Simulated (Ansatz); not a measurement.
**CH₅ClFGeN: one species, many methods**

The task here is to estimate one member of a computed series from the others.

Method: functionals in def2-TZVPP, the program's frozen cores in correlated methods; program: Ansatz 0.2.0, Gaussian basis.

Levels to be run: LDA (SPW92), PBE-D4, revPBE-D4, BLYP-D4, r2SCAN-D4, B97M-V, PBE0-D4, B3LYP-D4, r2SCANh-D4, r2SCAN0-D4, HSE06-D4, BHLYP-D4, CAM-B3LYP-D4, LC-ωPBE, ωB97X-V, ωB97M-V, B2PLYP, PBE-QIDH; CCSD(T)/def2-SVP; CCSD(T)/def2-TZVPP; MP2/def2-QZVPP; extrapolation to the limit; RPA on PBE.

### Structure used throughout

An earlier PBE0-D4 in a triple-zeta def2 set relaxation fixed the geometry.

SMILES `[CH3][Ge]([NH2])([F])[Cl]`, 10 atoms, charge 0, spin multiplicity 1.

Atoms are counted from 1 here; the program's logs count them from 0.

Bond lengths: C1–Ge2 1.923 Å, C1–H6 1.090 Å, C1–H7 1.090 Å, C1–H8 1.089 Å, Ge2–N3 1.811 Å, Ge2–F4 1.731 Å, Ge2–Cl5 2.159 Å, N3–H9 1.011 Å, N3–H10 1.011 Å. Angles: Ge2–C1–H6 109.9°, Ge2–C1–H7 109.2°, Ge2–C1–H8 109.3°, H6–C1–H7 109.5°, H6–C1–H8 109.0°, H7–C1–H8 109.8°, C1–Ge2–N3 114.6°, C1–Ge2–F4 110.4°, C1–Ge2–Cl5 109.6°, N3–Ge2–F4 103.9°, N3–Ge2–Cl5 113.6°, F4–Ge2–Cl5 104.0°, Ge2–N3–H9 113.7°, Ge2–N3–H10 115.0°, H9–N3–H10 109.1°.

Coordinates:

```mol
CH5ClFGeN
  3D, bonds by distance, orders not assigned

 10  9  0  0  0  0  0  0  0  0999 V2000
   -1.4513   -0.4544   -0.0085 C   0  0
    0.2927    0.2446   -0.4165 Ge  0  0
    1.5844   -0.2151    0.7663 N   0  0
    0.8613   -0.3914   -1.9226 F   0  0
    0.1573    2.3706   -0.7653 Cl  0  0
   -1.8074   -0.0363    0.9335 H   0  0
   -1.3930   -1.5398    0.0734 H   0  0
   -2.1438   -0.1801   -0.8034 H   0  0
    2.5211   -0.0057    0.4475 H   0  0
    1.4620    0.1563    1.6984 H   0  0
  1  2  8  0
  2  3  8  0
  2  4  8  0
  2  5  8  0
  1  6  8  0
  1  7  8  0
  1  8  8  0
  3  9  8  0
  3 10  8  0
M  END
```

The first run:

The input, in.yaml:

```yaml
crystal:
  periodic: [false, false, false]
  atoms:
    - {symbol: C, position_ang: [-1.451286, -0.454410, -0.008460]}
    - {symbol: Ge, position_ang: [0.292659, 0.244617, -0.416489]}
    - {symbol: N, position_ang: [1.584409, -0.215082, 0.766283]}
    - {symbol: F, position_ang: [0.861343, -0.391432, -1.922633]}
    - {symbol: Cl, position_ang: [0.157311, 2.370601, -0.765299]}
    - {symbol: H, position_ang: [-1.807417, -0.036318, 0.933550]}
    - {symbol: H, position_ang: [-1.393018, -1.539757, 0.073372]}
    - {symbol: H, position_ang: [-2.143800, -0.180095, -0.803375]}
    - {symbol: H, position_ang: [2.521078, -0.005683, 0.447465]}
    - {symbol: H, position_ang: [1.462021, 0.156259, 1.698385]}
basis:
  gaussian: {orbitals: def2-TZVPP}
hamiltonian: {xc: lda}
output: {orbitals: {seedname: orbitals}}
```

Among the steps run: LDA; PBE-D4 (GGA); revPBE-D4 (GGA); BLYP-D4 (GGA); r2SCAN-D4 (meta-GGA); B97M-V (meta-GGA); PBE0-D4 (hybrid); B3LYP-D4 (hybrid); r2SCANh-D4 (hybrid); r2SCAN0-D4 (hybrid); HSE06-D4 (hybrid); BHLYP-D4 (hybrid); CAM-B3LYP-D4 (range-separated); LC-ωPBE-D4 (range-separated; the results give it without D4); ωB97X-V (range-separated); ωB97M-V (range-separated); B2PLYP (double hybrid); PBE-QIDH (double hybrid).

One table of the session follows, with a row left open; its other results are not shown here.

It belongs to the step «Frontier levels by functional». 

```
  functional  HOMO (eV)  gap (eV)
 LDA (SPW92)      -6.80      5.69
      PBE-D4      -6.62      5.76
   revPBE-D4      -6.56      5.80
     BLYP-D4      -6.49      5.63
   r2SCAN-D4      -6.97      6.54
      B97M-V      -7.05      6.49
     PBE0-D4      -8.11      8.21
    B3LYP-D4      -7.84      7.58
  r2SCANh-D4      -7.52      7.44
  r2SCAN0-D4          ?         ?
    HSE06-D4      -7.71      7.44
    BHLYP-D4      -9.49     10.36
CAM-B3LYP-D4      -9.54     10.51
     LC-ωPBE     -10.97     13.30
     ωB97X-V     -10.58     12.70
     ωB97M-V     -10.46     12.20
```

Q: Estimate the row for r2SCAN0-D4 from the others.

Worked estimate for «HOMO (eV)». Against the share of exact exchange, r2SCAN-D4 (0, -6.97), r2SCANh-D4 (0.1, -7.52) give a slope of -5.50 per unit share; at 0.25 the line stands at -8.34.

**Answer.** HOMO (eV): -8.35; gap (eV): 8.76. In «HOMO (eV)» the line misses by +0.01.
